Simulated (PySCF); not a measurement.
# SbI⁺: basis, grid and Hamiltonian

Aim: see how much the energy and properties of SbI⁺ depend on the numerical set-up.

Computed with PySCF 2.14.0. Level: each script names its method and basis.

6 further runs of the same task are left out: 1 for a known fault of the program, 5 that didn't finish.

## Step 1: The starting structure

SbI⁺: 2 atoms, charge 1, spin multiplicity 2.

Bond lengths: Sb1–I2 2.498 Å.

## Step 2: Base script

input.py

```python
from pyscf import gto, scf, mp

mol = gto.M(
    atom='Sb 0 0 0; I 0 0 2.498',
    basis='sbkjc',
    ecp={'Sb': 'sbkjc', 'I': 'sbkjc'},
    charge=1,
    spin=1,
    verbose=4,
)
mf = scf.UHF(mol)
mf.kernel()
mp.MP2(mf).kernel()
mf.dip_moment()
print('orbital energies (hartree):', [e[max(0, n-3):n+3].round(4) for e, n in zip(mf.mo_energy, mol.nelec)])
```

Started as:

```bash
python input.py
```

The log of this run is left out.

Base result: E(SCF) = -16.200270 Eh, 13 cycles, E(MP2) − E(SCF) = -0.04916 Eh, ⟨S²⟩ = 0.778.

The bond length is a typed value, not an optimised one. The dipole of an ion depends on the origin.

## Step 3: Cartesian functions on

Variant 1 changes Cartesian functions: off → on.

input.py

```python
from pyscf import gto, scf, mp

mol = gto.M(
    atom='Sb 0 0 0; I 0 0 2.498',
    basis='sbkjc',
    ecp={'Sb': 'sbkjc', 'I': 'sbkjc'},
    charge=1,
    spin=1,
    cart=True,
    verbose=4,
)
mf = scf.UHF(mol)
mf.kernel()
mp.MP2(mf).kernel()
mf.dip_moment()
print('orbital energies (hartree):', [e[max(0, n-3):n+3].round(4) for e, n in zip(mf.mo_energy, mol.nelec)])
```

Started as:

```bash
python input.py
```

## Step 4: Lanl2dz

Variant 2 changes basis set: sbkjc → lanl2dz. The core potential changes with it: totals don't compare.

input.py: that of step 2 with these lines changed.

```diff
@@ -4,4 +4,4 @@
     atom='Sb 0 0 0; I 0 0 2.498',
-    basis='sbkjc',
-    ecp={'Sb': 'sbkjc', 'I': 'sbkjc'},
+    basis='lanl2dz',
+    ecp={'Sb': 'lanl2dz', 'I': 'lanl2dz'},
     charge=1,
```

**Question.** What will these runs give? Wanted: for each run, E(SCF); from base; gap, α spin; after the SCF.

**Answer**, as computed:

```
                   run  E(SCF) (hartree)  from base (eV)  cycles  gap, α spin (eV)  functions              after the SCF
                  base        -16.200270               0      13              6.81         16  MP2 correlation -1.338 eV
Cartesian functions on        -16.200270          0.0000      13              6.81         16  MP2 correlation -1.338 eV
               lanl2dz        -16.100293  not comparable      13              6.81         16  MP2 correlation -1.372 eV
```

No change of the SCF energy comes from Cartesian functions on. The basis has no d shells, so the Cartesian switch can't act.
